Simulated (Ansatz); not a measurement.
# MgO2: properties at the relaxed cell

An exercise on one series of results from a longer session: the logs are not shown, and one member is left open.

Method: DFT r2SCAN, scalar-relativistic, plane waves, PAW, in Ansatz 0.2.0.

1 further run of the same task is left out (set aside as unsound or not needed). Runs told in other sessions of the task aren't counted.

### The structure to begin with

Symmetry: Pa-3, No. 205, cubic system. Conventional cell: a = 4.834 Å, b = 4.834 Å, c = 4.834 Å, α = 90.00°, β = 90.00°, γ = 90.00°. Mg (site symmetry -3) has 6 O at 2.08 Å in its first shell of neighbours. O (site symmetry 3) has 1 O at 1.49 Å and 3 Mg at 2.08 Å in its first shell of neighbours.

Coordinates:

```cif
data_structure
_symmetry_space_group_name_H-M 'Pa-3'
_symmetry_Int_Tables_number 205
_cell_length_a 4.8342
_cell_length_b 4.8342
_cell_length_c 4.8342
_cell_angle_alpha 90.000
_cell_angle_beta 90.000
_cell_angle_gamma 90.000
_cell_volume 112.97
loop_
_atom_site_label
_atom_site_type_symbol
_atom_site_symmetry_multiplicity
_atom_site_Wyckoff_symbol
_atom_site_fract_x
_atom_site_fract_y
_atom_site_fract_z
_atom_site_occupancy
Mg1 Mg 4 a 0.00000 0.50000 0.50000 1
O1 O 8 c 0.41117 0.08883 0.91117 1
```

It goes back to an entry of the Materials Project, which need not be the stable form.

It is the result of an earlier relaxation at this level (volume 9.41 Å³/atom; gap on the mesh: 4.71 eV).

Set-up of the first run:

input.yaml

```yaml
crystal:
  lattice:
    - [4.7853400058, 0.0, 0.0]
    - [0.0, 4.7853400058, 0.0]
    - [0.0, 0.0, 4.7853400058]
  atoms:
    - { symbol: Mg, position: [0.0, 0.5, 0.5] }
    - { symbol: Mg, position: [0.5, 0.5, 0.0] }
    - { symbol: Mg, position: [0.5, 0.0, 0.5] }
    - { symbol: Mg, position: [0.0, 0.0, 0.0] }
    - { symbol: O, position: [0.41116986, 0.08883014, 0.91116986] }
    - { symbol: O, position: [0.08883014, 0.91116986, 0.41116986] }
    - { symbol: O, position: [0.91116986, 0.41116986, 0.08883014] }
    - { symbol: O, position: [0.58883014, 0.58883014, 0.58883014] }
    - { symbol: O, position: [0.41116986, 0.41116986, 0.41116986] }
    - { symbol: O, position: [0.08883014, 0.58883014, 0.91116986] }
    - { symbol: O, position: [0.91116986, 0.08883014, 0.58883014] }
    - { symbol: O, position: [0.58883014, 0.91116986, 0.08883014] }
basis:
  ecutwfc: 500
kpoints:
  mp_grid: { grid: [6, 6, 6] }
hamiltonian:
  xc: r2scan
scf:
  occupations: { method: gaussian, width: 0.02 }
output:
  forces: true
  stress: true
  eigenvalues: true
relax:
  adjacent_minimum: "off"
  f_tol: 0.01
  max_steps: 30
```

Command:

```
$ ansatz run input.yaml --threads 4 --pin off --max-ram 10240MiB --backend cpu --events-out ev --progress --plain --runs-dir out
```

Among the steps run: The cell scaled to 0.97 of its volume; Volume × 1.03; The cell scaled to 0.94 of its volume; The cell scaled to 1.06 of its volume; The cell scaled to 0.91 of its volume; Point at V/V0 = 1.10; The cell scaled to 0.88 of its volume.

One of the session's tables, all rows but one given; the rest of the session is left out.

It belongs to the step «Fit of the equation of state». 

| volume (Å³/atom) | energy above the lowest point (meV/atom) | pressure (GPa) | gap on the mesh (eV) |
| --- | --- | --- | --- |
| 8.285 | 75.5 | 23.95 | 5.21 |
| 8.567 | ? | ? | ? |
| 8.849 | 16.8 | 10.07 | 4.94 |
| 9.132 | 4.0 | 4.64 | 4.82 |
| 9.414 | 0.0 | 0.01 | 4.71 |
| 9.697 | 3.6 | -3.95 | 4.61 |
| 9.979 | 13.6 | -7.32 | 4.51 |
| 10.356 | 35.4 | -11.06 | 4.38 |

**Question.** Estimate the row for volume (Å³/atom) = 8.567.

Worked estimate for «energy above the lowest point (meV/atom)». A straight line through the neighbours (8.285, 75.5) and (8.849, 16.8) gives 75.5 + (16.8 − 75.5) × (8.567 − 8.285) / (8.849 − 8.285) = 46.1; a parabola fitted to 3 rows on both sides gives 40.6.

The run gave: energy above the lowest point (meV/atom): 40.0; pressure (GPa): 16.45; gap on the mesh (eV): 5.07. In «energy above the lowest point (meV/atom)» the line misses by +6.1 and the parabola by +0.6.

Caveats from the session: Warnings in the runs' records: stress scf threshold loose.
